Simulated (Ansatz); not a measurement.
# BF3H2Se: a ladder of functionals and wavefunction methods

An exercise on one series of results from a longer session: the logs are not shown, and one member is left open.

Computed with Ansatz 0.2.0, Gaussian basis. Level: functionals in def2-TZVPP, the program's frozen cores in correlated methods.

Plan: LDA (SPW92), PBE-D4, revPBE-D4, BLYP-D4, r2SCAN-D4, B97M-V, PBE0-D4, B3LYP-D4, r2SCANh-D4, r2SCAN0-D4, HSE06-D4, BHLYP-D4, CAM-B3LYP-D4, LC-ωPBE, ωB97X-V, ωB97M-V, B2PLYP, PBE-QIDH; CCSD(T)/def2-SVP; CCSD(T)/def2-TZVPP; MP2/def2-QZVPP; extrapolation to the limit; RPA on PBE.

**The geometry**

The geometry comes from an earlier relaxation with PBE0-D4 in a triple-zeta def2 set; it is a stationary point, not always the lowest conformer.

7 atoms, charge 0, spin multiplicity 1.

Atoms are counted from 1 here; the program's logs count them from 0.

Bond lengths: F1–B2 1.316 Å, B2–F3 1.317 Å, B2–F4 1.316 Å, Se5–H6 1.467 Å, Se5–H7 1.467 Å. Angles: F1–B2–F3 119.7°, F1–B2–F4 119.9°, F3–B2–F4 119.7°, H6–Se5–H7 91.2°.

Set-up of the first run:

Input file in.yaml:

```yaml
crystal:
  periodic: [false, false, false]
  atoms:
    - {symbol: F, position_ang: [0.239454, -1.087466, 1.678233]}
    - {symbol: B, position_ang: [0.312819, -1.247318, 0.373759]}
    - {symbol: F, position_ang: [-0.782054, -1.495468, -0.315434]}
    - {symbol: F, position_ang: [1.488180, -1.356481, -0.208694]}
    - {symbol: Se, position_ang: [0.170644, 1.745369, -0.147846]}
    - {symbol: H, position_ang: [-1.264243, 1.810083, 0.151900]}
    - {symbol: H, position_ang: [-0.103600, 1.563180, -1.577716]}
basis:
  gaussian: {orbitals: def2-TZVPP}
hamiltonian: {xc: lda}
output: {orbitals: {seedname: orbitals}}
```

Steps of the session up to this table: LDA; PBE-D4 (GGA); revPBE-D4 (GGA); BLYP-D4 (GGA); r2SCAN-D4 (meta-GGA); B97M-V (meta-GGA); PBE0-D4 (hybrid); B3LYP-D4 (hybrid); r2SCANh-D4 (hybrid); r2SCAN0-D4 (hybrid); HSE06-D4 (hybrid); BHLYP-D4 (hybrid); CAM-B3LYP-D4 (range-separated); LC-ωPBE-D4 (range-separated; the results give it without D4); ωB97X-V (range-separated); ωB97M-V (range-separated); B2PLYP (double hybrid); PBE-QIDH (double hybrid).

One of the session's tables, all rows but one given; the rest of the session is left out.

It belongs to the step «Frontier levels by functional». 

| functional | HOMO (eV) | gap (eV) |
| --- | --- | --- |
| LDA (SPW92) | -6.71 | 5.38 |
| PBE-D4 | -6.53 | 5.33 |
| revPBE-D4 | -6.47 | 5.32 |
| BLYP-D4 | -6.36 | 5.22 |
| r2SCAN-D4 | -6.82 | 5.89 |
| B97M-V | -6.87 | 5.90 |
| PBE0-D4 | -7.73 | 7.46 |
| B3LYP-D4 | -7.48 | 6.93 |
| r2SCANh-D4 | -7.26 | 6.67 |
| r2SCAN0-D4 | -7.92 | 7.83 |
| HSE06-D4 | -7.33 | 6.68 |
| BHLYP-D4 | -8.78 | 9.43 |
| CAM-B3LYP-D4 | -9.04 | 9.85 |
| LC-ωPBE | ? | ? |
| ωB97X-V | -10.06 | 11.96 |
| ωB97M-V | -9.91 | 11.61 |

Estimate the missing values for LC-ωPBE.

**Answer.** HOMO (eV): -10.42; gap (eV): 12.49. In the column «HOMO (eV)» it is the lowest.
